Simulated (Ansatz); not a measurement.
# F₂H₂S₂Sn: one species, many methods

How much do the methods differ for F₂H₂S₂Sn? The plan is to run it at one geometry with functionals of several rungs and with coupled cluster. The yardstick is the atomisation energy at the CCSD(T) limit.

Method: functionals in def2-TZVPP, the program's frozen cores in correlated methods; program: Ansatz 0.2.0, Gaussian basis.

Levels to be run: LDA (SPW92), PBE-D4, revPBE-D4, BLYP-D4, r2SCAN-D4, B97M-V, PBE0-D4, B3LYP-D4, r2SCANh-D4, r2SCAN0-D4, HSE06-D4, BHLYP-D4, CAM-B3LYP-D4, LC-ωPBE, ωB97X-V, ωB97M-V, B2PLYP, PBE-QIDH; CCSD(T)/def2-SVP; CCSD(T)/def2-TZVPP; MP2/def2-QZVPP; extrapolation to the limit; RPA on PBE.

### 1 The geometry

An earlier PBE0-D4 in a triple-zeta def2 set relaxation fixed the geometry. Sn takes the def2 core potential; no spin-orbit term is included.

SMILES `[F][Sn]([F])([SH])[SH]`, 7 atoms, charge 0, spin multiplicity 1.

Atoms are counted from 1 here; the program's logs count them from 0.

Bond lengths: F1–Sn2 1.902 Å, Sn2–F3 1.906 Å, Sn2–S4 2.359 Å, Sn2–S5 2.362 Å, S4–H6 1.346 Å, S5–H7 1.346 Å. Angles: F1–Sn2–F3 102.6°, F1–Sn2–S4 105.1°, F1–Sn2–S5 112.8°, F3–Sn2–S4 113.0°, F3–Sn2–S5 105.0°, S4–Sn2–S5 117.6°, Sn2–S4–H6 91.6°, Sn2–S5–H7 90.4°.

### 2 LDA

This LDA is Slater exchange with PW92 correlation.

in.yaml

```yaml
crystal:
  periodic: [false, false, false]
  atoms:
    - {symbol: F, position_ang: [0.246208, -2.259952, 0.562249]}
    - {symbol: Sn, position_ang: [0.078870, -0.394699, 0.232416]}
    - {symbol: F, position_ang: [1.629498, 0.317952, 1.082064]}
    - {symbol: S, position_ang: [-1.928003, 0.238880, 1.297214]}
    - {symbol: S, position_ang: [0.326712, 0.156773, -2.051382]}
    - {symbol: H, position_ang: [-1.920290, 1.436461, 0.683679]}
    - {symbol: H, position_ang: [1.628306, 0.436484, -1.851939]}
basis:
  gaussian: {orbitals: def2-TZVPP}
hamiltonian: {xc: lda}
output: {orbitals: {seedname: orbitals}}
```

After this run come: PBE-D4 (GGA); revPBE-D4 (GGA); BLYP-D4 (GGA); r2SCAN-D4 (meta-GGA); B97M-V (meta-GGA); PBE0-D4 (hybrid); B3LYP-D4 (hybrid); r2SCANh-D4 (hybrid); r2SCAN0-D4 (hybrid); HSE06-D4 (hybrid); BHLYP-D4 (hybrid); CAM-B3LYP-D4 (range-separated); LC-ωPBE-D4 (range-separated); ωB97X-V (range-separated); ωB97M-V (range-separated); B2PLYP (double hybrid); PBE-QIDH (double hybrid); CCSD(T) in def2-SVP; CCSD(T) in def2-TZVPP; MP2 in def2-QZVPP; RPA on PBE orbitals.

Before running them: what should the planned runs give, taken together? Wanted: atomisation energy, CCSD(T)/CBS; farthest beyond LDA; mean size of error, GGA; mean size of error, meta-GGA; mean size of error, hybrid; mean size of error, range-separated; mean size of error, double hybrid; gap, smallest and largest; T1 diagnostic.

The runs gave:

```
                               quantity                                      value
        atomisation energy, CCSD(T)/CBS                                  22.407 eV
    functionals within 0.224 eV (1.0 %)                 r2SCAN-D4, B97M-V, ωB97X-V
                    farthest beyond LDA                       BHLYP-D4 (-1.653 eV)
                mean size of error, GGA                                   0.395 eV
           mean size of error, meta-GGA                                   0.179 eV
             mean size of error, hybrid                                   0.826 eV
    mean size of error, range-separated                                   0.358 eV
      mean size of error, double hybrid                                   0.806 eV
              gap, smallest and largest  3.66 eV (LDA (SPW92)), 11.03 eV (LC-ωPBE)
                          T1 diagnostic                                     0.0139
triples share of the correlation energy                                      3.5 %
```

In words: The LDA atomisation energy is off by 3.713 eV (17 %): it overbinds. PBE-D4 misses by +0.233 eV. Double hybrids carry the basis error of their MP2 part in triple zeta, and no dispersion term here, so their miss is partly the set-up's. Taken by rung, meta-GGA functionals do best (0.179 eV on average) and hybrid ones worst beyond LDA (0.826 eV). The mean of the hybrids holds BHLYP, with half exact exchange. Misses under about 0.224 eV are within the doubt on the reference itself, which lacks core-valence correlation, spin-orbit coupling and higher excitations, and its outer-core shells are covered unevenly. All levels share the lack of spin-orbit coupling, which lowers the free heavy atoms and so the true binding. Hartree-Fock recovers 65 % of the binding; the rest is correlation. CCSD(T) in def2-SVP is off by -2.647 eV, which most functionals beat. Orbital gaps span 3.7 to 11.0 eV; exact exchange widens them. Correlated methods include outer-core shells of Sn, which these sets cover unevenly.
